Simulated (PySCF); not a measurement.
**A gas-phase reaction: CH6OSi + F → CH5OSi + FH**

What reaction energy should one expect for `C[SiH2]O` + `[F-]` → `C[SiH2][O-]` + `F`?

Computed with PySCF 2.14.0; each step states its level. No surroundings beyond the atoms listed, unless a continuum is named. Atoms count from 0, parts from 1.

### 1 The system as given

Each species was relaxed by itself at PBE0-D3(BJ)/def2-SVPD.

### 2 Reaction energy: wB97M-D3(BJ)/def2-TZVPD

The job: settings as JSON, then the geometry in Å.

```
{"job": {"kind": "react", "xc": "wB97M-D3(BJ)", "basis": "def2-TZVPD"}, "charge": 0, "multiplicity": 1}
-1 CH6OSi charge 0 multiplicity 1
C     -0.806280    -0.638070     0.561900
Si     0.385700     0.685990    -0.009400
O      0.851640     0.480720    -1.611410
H     -0.334980    -1.632270     0.569730
H     -1.693270    -0.680480    -0.086840
H     -1.142900    -0.421300     1.587830
H      1.587510     0.682030     0.883130
H     -0.252660     2.030830     0.016640
H      1.283740    -0.340090    -1.855460

-1 F charge -1 multiplicity 1
F      0.000000     0.000000     0.000000

+1 CH5OSi charge -1 multiplicity 1
C     -0.651860    -0.485880     0.526120
Si     0.625750     0.548130    -0.463220
O      0.752740     2.083340    -0.073120
H     -0.663800    -1.534190     0.178340
H     -1.666340    -0.070540     0.408170
H     -0.410230    -0.480920     1.601850
H      1.900610    -0.300210    -0.319500
H      0.223010     0.245530    -1.916320

+1 FH charge 0 multiplicity 1
F      0.458800    -0.023700    -0.025020
H     -0.458800     0.023700     0.025020
```

Method: wB97M-D3(BJ)/def2-TZVPD reaction energy of separated species, gas phase.

Launch:

```
> OMP_NUM_THREADS=1 python cluster_run.py task.json out
```

This one command runs all jobs of the session in turn.

What it wrote:

```text
species 1 (CH6OSi)
coarse grid: 31608 points
cycle   1  E = -406.5167545413  dE =  3.119e-02  |g| = 6.714e-01  |ddm| = 2.143e+00
cycle   2  E = -406.4999835402  dE =  1.677e-02  |g| = 7.805e-01  |ddm| = 9.058e-01
cycle   3  E = -406.6014555864  dE = -1.015e-01  |g| = 4.487e-02  |ddm| = 4.260e-01
cycle   4  E = -406.6018766335  dE = -4.210e-04  |g| = 1.834e-02  |ddm| = 5.287e-02
cycle   5  E = -406.6019575703  dE = -8.094e-05  |g| = 4.140e-03  |ddm| = 2.014e-02
cycle   6  E = -406.6019624938  dE = -4.924e-06  |g| = 6.714e-04  |ddm| = 5.480e-03
final grid: 66576 points
cycle   7  E = -406.6019138304  dE = -1.916e-07  |g| = 3.273e-04  |ddm| = 3.762e-03
cycle   8  E = -406.6019138519  dE = -2.158e-08  |g| = 2.182e-04  |ddm| = 7.116e-04
cycle   9  E = -406.6019138630  dE = -1.101e-08  |g| = 4.285e-05  |ddm| = 1.814e-04
cycle  10  E = -406.6019138637  dE = -6.977e-10  |g| = 2.358e-05  |ddm| = 8.665e-05
converged SCF energy = -406.6019138637

species 2 (F)
coarse grid: 5304 points
cycle   1  E = -99.7735595435  dE = -1.701e-01  |g| = 8.390e-01  |ddm| = 3.042e-01
cycle   2  E = -99.4217741307  dE =  3.518e-01  |g| = 1.736e+00  |ddm| = 1.187e+00
cycle   3  E = -99.9129072191  dE = -4.911e-01  |g| = 3.879e-02  |ddm| = 7.668e-01
cycle   4  E = -99.9130379075  dE = -1.307e-04  |g| = 2.144e-02  |ddm| = 3.124e-02
cycle   5  E = -99.9130976974  dE = -5.979e-05  |g| = 1.450e-03  |ddm| = 8.861e-03
cycle   6  E = -99.9130979605  dE = -2.631e-07  |g| = 2.299e-04  |ddm| = 4.862e-04
final grid: 11608 points
cycle   7  E = -99.9130859017  dE =  1.872e-09  |g| = 2.255e-04  |ddm| = 1.777e-04
cycle   8  E = -99.9130858948  dE =  6.925e-09  |g| = 3.200e-04  |ddm| = 1.966e-04
cycle   9  E = -99.9130859089  dE = -1.404e-08  |g| = 1.900e-06  |ddm| = 1.112e-04
cycle  10  E = -99.9130859089  dE = -1.251e-12  |g| = 7.399e-08  |ddm| = 3.603e-06
converged SCF energy = -99.9130859089

species 3 (CH5OSi)
coarse grid: 29136 points
cycle   1  E = -405.7983543838  dE = -1.602e-02  |g| = 1.014e+00  |ddm| = 2.060e+00
cycle   2  E = -405.1789285953  dE =  6.194e-01  |g| = 1.969e+00  |ddm| = 2.466e+01
cycle   3  E = -406.0198240799  dE = -8.409e-01  |g| = 1.044e-01  |ddm| = 2.397e+01
cycle   4  E = -406.0226892238  dE = -2.865e-03  |g| = 5.656e-02  |ddm| = 3.355e-01
cycle   5  E = -406.0234758976  dE = -7.867e-04  |g| = 1.123e-02  |ddm| = 1.399e-01
cycle   6  E = -406.0235293638  dE = -5.347e-05  |g| = 2.395e-03  |ddm| = 9.338e-02
cycle   7  E = -406.0235325348  dE = -3.171e-06  |g| = 6.480e-04  |ddm| = 2.512e-02
final grid: 61208 points
cycle   8  E = -406.0235252382  dE = -3.260e-07  |g| = 3.087e-04  |ddm| = 9.215e-03
cycle   9  E = -406.0235252842  dE = -4.598e-08  |g| = 2.733e-04  |ddm| = 3.069e-03
cycle  10  E = -406.0235253016  dE = -1.743e-08  |g| = 8.305e-05  |ddm| = 6.267e-04
cycle  11  E = -406.0235253055  dE = -3.909e-09  |g| = 5.169e-05  |ddm| = 7.701e-04
cycle  12  E = -406.0235253068  dE = -1.231e-09  |g| = 7.819e-06  |ddm| = 4.935e-04
cycle  13  E = -406.0235253068  dE = -3.297e-11  |g| = 2.575e-06  |ddm| = 3.891e-05
converged SCF energy = -406.0235253068

species 4 (FH)
coarse grid: 7776 points
cycle   1  E = -100.4688209561  dE = -9.408e-02  |g| = 4.644e-01  |ddm| = 6.197e-01
cycle   2  E = -100.4725021085  dE = -3.681e-03  |g| = 5.038e-01  |ddm| = 3.808e-01
cycle   3  E = -100.5053157703  dE = -3.281e-02  |g| = 2.574e-02  |ddm| = 1.678e-01
cycle   4  E = -100.5053917480  dE = -7.598e-05  |g| = 5.006e-03  |ddm| = 1.077e-02
cycle   5  E = -100.5053963891  dE = -4.641e-06  |g| = 4.334e-04  |ddm| = 3.766e-03
final grid: 16976 points
cycle   6  E = -100.5053932470  dE = -6.401e-08  |g| = 1.048e-04  |ddm| = 8.208e-04
cycle   7  E = -100.5053932504  dE = -3.452e-09  |g| = 7.881e-05  |ddm| = 2.171e-04
cycle   8  E = -100.5053932513  dE = -8.142e-10  |g| = 2.092e-05  |ddm| = 3.721e-05
converged SCF energy = -100.5053932513

Reaction energy = -8.341 kcal/mol
```

It took 19 s on 1 thread of Arm Neoverse V1, shared host; peak memory 0.6 GiB.

Species by species (with the dispersion term, which the log's SCF energies lack):

```tsv
ν	species	energy (Eh)	HOMO (eV)
-1	C[SiH2]O	-406.60950	-10.86
-1	[F-]	-99.91309	-2.89
+1	C[SiH2][O-]	-406.03024	-3.71
+1	F	-100.50563	-14.54
```

### 3 Reaction energy: PBE0-D3(BJ)/def2-TZVPD

Same as in step 2 but for these lines:

```diff
@@ -1,2 +1,2 @@
-{"job": {"kind": "react", "xc": "wB97M-D3(BJ)", "basis": "def2-TZVPD"}, "charge": 0, "multiplicity": 1}
+{"job": {"kind": "react", "xc": "PBE0", "basis": "def2-TZVPD", "disp": "d3bj"}, "charge": 0, "multiplicity": 1}
 -1 CH6OSi charge 0 multiplicity 1
```

Method: PBE0-D3(BJ)/def2-TZVPD reaction energy of separated species, gas phase.

What it wrote:

```text
species 1 (CH6OSi)
coarse grid: 7520 points
cycle   1  E = -406.1834289818  dE =  2.767e-02  |g| = 7.532e-01  |ddm| = 2.241e+00
cycle   2  E = -406.0102732085  dE =  1.732e-01  |g| = 1.214e+00  |ddm| = 1.186e+00
cycle   3  E = -406.2863967713  dE = -2.761e-01  |g| = 1.108e-01  |ddm| = 7.374e-01
cycle   4  E = -406.2886918078  dE = -2.295e-03  |g| = 4.208e-02  |ddm| = 8.709e-02
cycle   5  E = -406.2891202439  dE = -4.284e-04  |g| = 5.303e-03  |ddm| = 2.910e-02
cycle   6  E = -406.2891265878  dE = -6.344e-06  |g| = 7.141e-04  |ddm| = 4.489e-03
final grid: 66576 points
cycle   7  E = -406.2852613992  dE = -2.386e-05  |g| = 6.413e-03  |ddm| = 9.935e-02
cycle   8  E = -406.2852532207  dE =  8.178e-06  |g| = 9.013e-03  |ddm| = 9.643e-03
cycle   9  E = -406.2852697567  dE = -1.654e-05  |g| = 9.245e-04  |ddm| = 5.127e-03
cycle  10  E = -406.2852699049  dE = -1.482e-07  |g| = 1.638e-04  |ddm| = 6.307e-04
cycle  11  E = -406.2852699115  dE = -6.634e-09  |g| = 2.693e-05  |ddm| = 1.678e-04
cycle  12  E = -406.2852699117  dE = -1.693e-10  |g| = 4.551e-06  |ddm| = 2.766e-05
converged SCF energy = -406.2852699117

species 2 (F)
coarse grid: 1088 points
cycle   1  E = -99.6480299908  dE = -8.108e-02  |g| = 8.599e-01  |ddm| = 3.156e-01
cycle   2  E = -97.8823061729  dE =  1.766e+00  |g| = 3.110e+00  |ddm| = 2.037e+00
cycle   3  E = -99.7922027745  dE = -1.910e+00  |g| = 7.027e-02  |ddm| = 1.718e+00
cycle   4  E = -99.7924511220  dE = -2.483e-04  |g| = 5.277e-02  |ddm| = 6.585e-02
cycle   5  E = -99.7928802840  dE = -4.292e-04  |g| = 8.706e-03  |ddm| = 1.832e-02
cycle   6  E = -99.7928921043  dE = -1.182e-05  |g| = 1.037e-03  |ddm| = 3.146e-03
cycle   7  E = -99.7928922756  dE = -1.713e-07  |g| = 4.564e-06  |ddm| = 4.256e-04
final grid: 11608 points
cycle   8  E = -99.7963210859  dE = -3.387e-06  |g| = 9.094e-04  |ddm| = 3.670e-03
cycle   9  E = -99.7963207951  dE =  2.908e-07  |g| = 1.611e-03  |ddm| = 9.527e-04
cycle  10  E = -99.7963211908  dE = -3.957e-07  |g| = 1.338e-04  |ddm| = 7.234e-04
cycle  11  E = -99.7963211937  dE = -2.821e-09  |g| = 9.473e-06  |ddm| = 6.123e-05
cycle  12  E = -99.7963211937  dE = -1.552e-11  |g| = 5.050e-07  |ddm| = 4.784e-06
converged SCF energy = -99.7963211937

species 3 (CH5OSi)
coarse grid: 6896 points
cycle   1  E = -405.4572483731  dE =  3.013e-02  |g| = 1.058e+00  |ddm| = 2.163e+00
cycle   2  E = -400.1788756849  dE =  5.278e+00  |g| = 3.210e+00  |ddm| = 2.054e+02
cycle   3  E = -405.6269057613  dE = -5.448e+00  |g| = 4.958e-01  |ddm| = 2.054e+02
cycle   4  E = -405.6853788310  dE = -5.847e-02  |g| = 2.742e-01  |ddm| = 5.567e-01
cycle   5  E = -405.7032714816  dE = -1.789e-02  |g| = 6.376e-02  |ddm| = 2.696e-01
cycle   6  E = -405.7040999351  dE = -8.285e-04  |g| = 2.674e-02  |ddm| = 7.214e-02
cycle   7  E = -405.7042510843  dE = -1.511e-04  |g| = 3.635e-03  |ddm| = 2.315e-02
cycle   8  E = -405.7042542581  dE = -3.174e-06  |g| = 1.207e-03  |ddm| = 4.537e-03
final grid: 61208 points
cycle   9  E = -405.7022463762  dE = -5.248e-06  |g| = 1.035e-02  |ddm| = 8.323e-02
cycle  10  E = -405.7021769130  dE =  6.946e-05  |g| = 2.163e-02  |ddm| = 1.988e-02
cycle  11  E = -405.7022664457  dE = -8.953e-05  |g| = 1.561e-03  |ddm| = 1.424e-02
cycle  12  E = -405.7022669767  dE = -5.310e-07  |g| = 1.660e-04  |ddm| = 1.199e-03
cycle  13  E = -405.7022669837  dE = -7.015e-09  |g| = 3.732e-05  |ddm| = 2.001e-04
cycle  14  E = -405.7022669840  dE = -3.363e-10  |g| = 1.008e-05  |ddm| = 4.348e-05
converged SCF energy = -405.7022669840

species 4 (FH)
coarse grid: 1712 points
cycle   1  E = -100.3540886583  dE = -3.605e-02  |g| = 4.957e-01  |ddm| = 6.253e-01
cycle   2  E = -100.3145713097  dE =  3.952e-02  |g| = 7.430e-01  |ddm| = 5.125e-01
cycle   3  E = -100.3938109381  dE = -7.924e-02  |g| = 2.284e-02  |ddm| = 2.892e-01
cycle   4  E = -100.3938865009  dE = -7.556e-05  |g| = 4.205e-03  |ddm| = 9.787e-03
cycle   5  E = -100.3938884846  dE = -1.984e-06  |g| = 3.555e-04  |ddm| = 1.247e-03
final grid: 16976 points
cycle   6  E = -100.3948394724  dE = -1.853e-05  |g| = 3.986e-03  |ddm| = 7.469e-03
cycle   7  E = -100.3948375598  dE =  1.913e-06  |g| = 5.481e-03  |ddm| = 3.343e-03
cycle   8  E = -100.3948416227  dE = -4.063e-06  |g| = 9.963e-05  |ddm| = 2.007e-03
cycle   9  E = -100.3948416240  dE = -1.288e-09  |g| = 1.782e-05  |ddm| = 3.936e-05
cycle  10  E = -100.3948416241  dE = -4.803e-11  |g| = 3.051e-06  |ddm| = 1.027e-05
converged SCF energy = -100.3948416241

Reaction energy = -9.480 kcal/mol
```

Wall time 8.6 s (1 thread of Arm Neoverse V1, shared host); peak memory 0.57 GiB.

Reaction energy at this level: -9.48 kcal/mol.

### 4 Energies of the species: MP2/def2-TZVPD

Same as in step 3 but for these lines:

```diff
@@ -1,2 +1,2 @@
-{"job": {"kind": "react", "xc": "PBE0", "basis": "def2-TZVPD", "disp": "d3bj"}, "charge": 0, "multiplicity": 1}
+{"job": {"kind": "react", "xc": "MP2", "basis": "def2-TZVPD"}, "charge": 0, "multiplicity": 1}
 -1 CH6OSi charge 0 multiplicity 1
```

With the program's defaults for keys left out, this is: MP2/def2-TZVPD reaction energy of separated species, gas phase.

What it wrote:

```text
species 1 (CH6OSi)
final grid: 66576 points
cycle   1  E = -405.2047836356  dE = -2.306e-02  |g| = 5.328e-01  |ddm| = 2.047e+00
cycle   2  E = -405.2529487849  dE = -4.817e-02  |g| = 3.276e-01  |ddm| = 6.211e-01
cycle   3  E = -405.2712892415  dE = -1.834e-02  |g| = 5.084e-02  |ddm| = 1.952e-01
cycle   4  E = -405.2721667324  dE = -8.775e-04  |g| = 8.101e-03  |ddm| = 6.797e-02
cycle   5  E = -405.2721966132  dE = -2.988e-05  |g| = 1.688e-03  |ddm| = 1.371e-02
cycle   6  E = -405.2721983901  dE = -1.777e-06  |g| = 4.272e-04  |ddm| = 5.185e-03
cycle   7  E = -405.2721985118  dE = -1.217e-07  |g| = 1.074e-04  |ddm| = 1.413e-03
cycle   8  E = -405.2721985190  dE = -7.164e-09  |g| = 2.376e-05  |ddm| = 3.086e-04
cycle   9  E = -405.2721985193  dE = -2.876e-10  |g| = 7.167e-06  |ddm| = 5.561e-05
converged SCF energy = -405.2721985193

species 2 (F)
final grid: 11608 points
cycle   1  E = -99.3592696078  dE = -3.000e-01  |g| = 7.108e-01  |ddm| = 3.059e-01
cycle   2  E = -99.3903756058  dE = -3.111e-02  |g| = 6.853e-01  |ddm| = 5.988e-01
cycle   3  E = -99.4557536270  dE = -6.538e-02  |g| = 2.437e-02  |ddm| = 2.430e-01
cycle   4  E = -99.4558111344  dE = -5.751e-05  |g| = 6.431e-03  |ddm| = 1.091e-02
cycle   5  E = -99.4558164541  dE = -5.320e-06  |g| = 3.885e-04  |ddm| = 2.877e-03
cycle   6  E = -99.4558165090  dE = -5.484e-08  |g| = 8.773e-05  |ddm| = 6.183e-04
cycle   7  E = -99.4558165112  dE = -2.184e-09  |g| = 5.920e-06  |ddm| = 1.392e-04
cycle   8  E = -99.4558165112  dE = -7.446e-12  |g| = 2.351e-07  |ddm| = 6.363e-06
converged SCF energy = -99.4558165112

species 3 (CH5OSi)
final grid: 61208 points
cycle   1  E = -404.5141519130  dE = -1.291e-01  |g| = 8.239e-01  |ddm| = 1.968e+00
cycle   2  E = -404.5535901067  dE = -3.944e-02  |g| = 7.963e-01  |ddm| = 1.147e+00
cycle   3  E = -404.6743334142  dE = -1.207e-01  |g| = 5.362e-02  |ddm| = 5.773e-01
cycle   4  E = -404.6757149983  dE = -1.382e-03  |g| = 1.080e-02  |ddm| = 1.099e-01
cycle   5  E = -404.6757724540  dE = -5.746e-05  |g| = 3.606e-03  |ddm| = 2.568e-02
cycle   6  E = -404.6757785198  dE = -6.066e-06  |g| = 1.062e-03  |ddm| = 7.746e-03
cycle   7  E = -404.6757792385  dE = -7.187e-07  |g| = 3.051e-04  |ddm| = 2.875e-03
cycle   8  E = -404.6757792984  dE = -5.992e-08  |g| = 1.027e-04  |ddm| = 8.637e-04
cycle   9  E = -404.6757793043  dE = -5.923e-09  |g| = 2.762e-05  |ddm| = 2.622e-04
cycle  10  E = -404.6757793049  dE = -5.906e-10  |g| = 7.080e-06  |ddm| = 9.789e-05
converged SCF energy = -404.6757793049

species 4 (FH)
final grid: 16976 points
cycle   1  E = -100.0371203530  dE = -1.649e-01  |g| = 4.007e-01  |ddm| = 6.032e-01
cycle   2  E = -100.0578879533  dE = -2.077e-02  |g| = 2.336e-01  |ddm| = 2.533e-01
cycle   3  E = -100.0646342615  dE = -6.746e-03  |g| = 2.356e-02  |ddm| = 8.091e-02
cycle   4  E = -100.0647516880  dE = -1.174e-04  |g| = 6.199e-03  |ddm| = 1.253e-02
cycle   5  E = -100.0647673994  dE = -1.571e-05  |g| = 1.459e-03  |ddm| = 5.121e-03
cycle   6  E = -100.0647686723  dE = -1.273e-06  |g| = 2.290e-04  |ddm| = 1.848e-03
cycle   7  E = -100.0647687067  dE = -3.438e-08  |g| = 1.958e-05  |ddm| = 4.211e-04
cycle   8  E = -100.0647687069  dE = -1.848e-10  |g| = 2.360e-06  |ddm| = 2.495e-05
converged SCF energy = -100.0647687069

Reaction energy = -10.995 kcal/mol
```

Run time: 3.5 s. Hardware: 1 thread of Arm Neoverse V1, shared host; peak memory 0.41 GiB.

Reaction energy at this level: -11.00 kcal/mol.

### 5 Side by side

Energies in kcal/mol, with wall time:

```tsv
run	reaction	time
wB97M-D3(BJ)/def2-TZVPD	-8.34	19 s
PBE0-D3(BJ)/def2-TZVPD	-9.48	8.6 s
MP2/def2-TZVPD	-11.00	3.5 s
```

### 6 Results

| quantity | value |
| --- | --- |
| reaction energy (wB97M-D3(BJ)/def2-TZVPD) | -8.34 kcal/mol |
| ΔH, ΔG at 298 K (xTB thermal terms) | -10.2, -11.3 kcal/mol |
| range of the reaction energy over the runs of this table | -11.00 to -8.34 kcal/mol |

The reaction is exothermic by 10.2 kcal/mol in the gas phase; dispersion gives +0.39, and xTB itself gave -8.13 for the electronic energy (xTB energies and thermal terms come from the earlier relaxation of each species, not shown). No barrier was sought. The reaction energy runs from -11.00 (MP2/def2-TZVPD) to -8.34 kcal/mol (wB97M-D3(BJ)/def2-TZVPD).
